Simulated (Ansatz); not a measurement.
**C₂H₈BGa: a ladder of functionals and wavefunction methods**

The task here is to estimate one member of a computed series from the others.

The runs use Ansatz 0.2.0, Gaussian basis; functionals in def2-TZVPP, the program's frozen cores in correlated methods.

The runs, in order: PBE-D4, r2SCAN-D4, PBE0-D4, B3LYP-D4, ωB97X-V, ωB97M-V, B2PLYP; CCSD(T)/def2-TZVPP; MP2/def2-QZVPP; extrapolation to the limit.

## The geometry

All runs share one geometry, relaxed beforehand with PBE0-D4 in a triple-zeta def2 set.

SMILES `C[BH][GaH][CH3]`, 12 atoms, charge 0, spin multiplicity 1.

Atoms are counted from 1 here; the program's logs count them from 0.

Bond lengths: C1–B2 1.558 Å, C1–H5 1.104 Å, C1–H6 1.094 Å, C1–H7 1.091 Å, B2–Ga3 2.082 Å, B2–H8 1.206 Å, Ga3–C4 1.980 Å, Ga3–H9 1.587 Å, C4–H10 1.094 Å, C4–H11 1.090 Å, C4–H12 1.094 Å. Angles: B2–C1–H5 103.4°, B2–C1–H6 113.7°, B2–C1–H7 117.2°, H5–C1–H6 104.9°, H5–C1–H7 106.7°, H6–C1–H7 109.7°, C1–B2–Ga3 126.1°, C1–B2–H8 116.0°, Ga3–B2–H8 117.9°, B2–Ga3–C4 125.3°, B2–Ga3–H9 120.6°, C4–Ga3–H9 114.1°, Ga3–C4–H10 109.3°, Ga3–C4–H11 113.6°, Ga3–C4–H12 109.6°, H10–C4–H11 108.6°, H10–C4–H12 106.7°, H11–C4–H12 108.7°.

The first run:

Input file in.yaml:

```yaml
crystal:
  periodic: [false, false, false]
  atoms:
    - {symbol: C, position_ang: [-1.564862, 1.624823, -0.176040]}
    - {symbol: B, position_ang: [-1.044190, 0.430350, 0.677462]}
    - {symbol: Ga, position_ang: [0.900520, -0.314097, 0.688997]}
    - {symbol: C, position_ang: [1.611521, -1.671922, -0.563719]}
    - {symbol: H, position_ang: [-2.070225, 1.131948, -1.025510]}
    - {symbol: H, position_ang: [-2.348361, 2.208509, 0.316116]}
    - {symbol: H, position_ang: [-0.818630, 2.296471, -0.602703]}
    - {symbol: H, position_ang: [-1.869633, -0.139576, 1.346324]}
    - {symbol: H, position_ang: [1.950406, 0.185808, 1.768286]}
    - {symbol: H, position_ang: [2.462406, -1.251715, -1.108669]}
    - {symbol: H, position_ang: [0.876560, -2.026983, -1.286606]}
    - {symbol: H, position_ang: [1.991486, -2.528817, 0.000162]}
basis:
  gaussian: {orbitals: def2-TZVPP}
hamiltonian: {xc: pbe, dispersion: d4}
output: {forces: true, orbitals: {seedname: orbitals}}
```

Launch:

```sh
ansatz run in.yaml --threads 4 --pin off --events-out ev --progress --plain --max-ram 10444MiB
```

Steps of the session up to this table: PBE-D4 (GGA); r2SCAN-D4 (meta-GGA); PBE0-D4 (hybrid); B3LYP-D4 (hybrid); ωB97X-V (range-separated); ωB97M-V (range-separated); B2PLYP (double hybrid); CCSD(T) in def2-TZVPP; MP2 in def2-QZVPP.

One table of the session follows, with a row left open; its other results are not shown here.

| method | atomisation energy (eV) |
| --- | --- |
| PBE-D4 | 42.612 |
| r2SCAN-D4 | ? |
| PBE0-D4 | 42.344 |
| B3LYP-D4 | 42.226 |
| ωB97X-V | 42.335 |
| ωB97M-V | 42.270 |
| B2PLYP | 41.825 |
| HF/def2-TZVPP | 32.441 |
| MP2/def2-TZVPP | 41.636 |
| CCSD/def2-TZVPP | 41.035 |
| CCSD(T)/def2-TZVPP | 41.450 |
| MP2/CBS | 42.388 |
| CCSD(T)/CBS | 42.202 |

Q: Estimate the row for r2SCAN-D4 from the others.

**Answer.** atomisation energy (eV): 42.475. In the column «atomisation energy (eV)» it lies between MP2/CBS (42.388) and PBE-D4 (42.612).

Caveats from the session: Free atoms (2 C, 1 B, 1 Ga, 8 H) were run apart at each level; the atomisation energy is their sum less the molecule, without zero-point or spin-orbit terms.
